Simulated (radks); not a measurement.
**The Coulomb parameter U of the 5d shell of Ta³⁺**

Aim: U as the second difference [E(n + 0.5) + E(n − 0.5) − 2E(n)]/0.5², with all orbitals relaxed. Bare: the atom's charge changes with n. Screened: the 6s shell takes up the change. The start is a model configuration, not necessarily the ground state.

Program: radks (a radial shooting solver on a logarithmic mesh, Libxc functionals) version 1. Level of theory: Dirac Kohn-Sham, LDA (Slater exchange, Perdew-Wang correlation), spin-unpolarised, spherical densities, point nucleus; open shells are shared between the two j in proportion to 2j + 1. These are calculated values, not measurements, unless marked.

### Step 1. What is computed

| Item | Value |
| --- | --- |
| element | tantalum (Z = 73) |
| charge | +3 |
| electrons | 70 |
| configuration | [Xe] 4f14 5d1 6s1 |

Outer shells as boxes (Hund's rule):

Ta³⁺
```
[Xe] core
4f [↑↓][↑↓][↑↓][↑↓][↑↓][↑↓][↑↓]
5d [↑ ][  ][  ][  ][  ]
6s [↑ ]
```

### Step 2. Start: [Xe] 4f14 5d1 6s1

The run's settings:

```text
Z 73
configuration [Xe] 4f14 5d1 6s1
relativity Dirac
functional lda,pw
spin unpolarised
j_filling average
nucleus point
c 137.035999084
```

### Step 3. Bare +0.5: [Xe] 4f14 5d1.5 6s1

Changes since step 2:

```diff
@@ -1,3 +1,3 @@
 Z 73
-configuration [Xe] 4f14 5d1 6s1
+configuration [Xe] 4f14 5d1.5 6s1
 relativity Dirac
```

### Step 4. Bare -0.5: [Xe] 4f14 5d0.5 6s1

Changes since step 3:

```diff
@@ -1,3 +1,3 @@
 Z 73
-configuration [Xe] 4f14 5d1.5 6s1
+configuration [Xe] 4f14 5d0.5 6s1
 relativity Dirac
```

### Step 5. Screened +0.5: [Xe] 4f14 5d1.5 6s0.5

Changes since step 4:

```diff
@@ -1,3 +1,3 @@
 Z 73
-configuration [Xe] 4f14 5d0.5 6s1
+configuration [Xe] 4f14 5d1.5 6s0.5
 relativity Dirac
```

### Step 6. Screened -0.5: [Xe] 4f14 5d0.5 6s1.5

The run's settings:

```text
Z 73
configuration [Xe] 4f14 5d0.5 6s1.5
relativity Dirac
functional lda,pw
spin unpolarised
j_filling average
nucleus point
c 137.035999084
```

Q: Predict the outcome of this session.

**Answer**, as computed:

| quantity | value (eV) |
| --- | --- |
| U, bare | 11.785 |
| U, screened by 6s | 0.905 |

What this shows: Letting 6s compensate leaves 8 % of the bare value; this second difference measures U(5d,5d) + U(6s,6s) − 2U(5d,6s). A solid screens further than the bare atom, so the bare value is an upper guide for the U of a crystal.
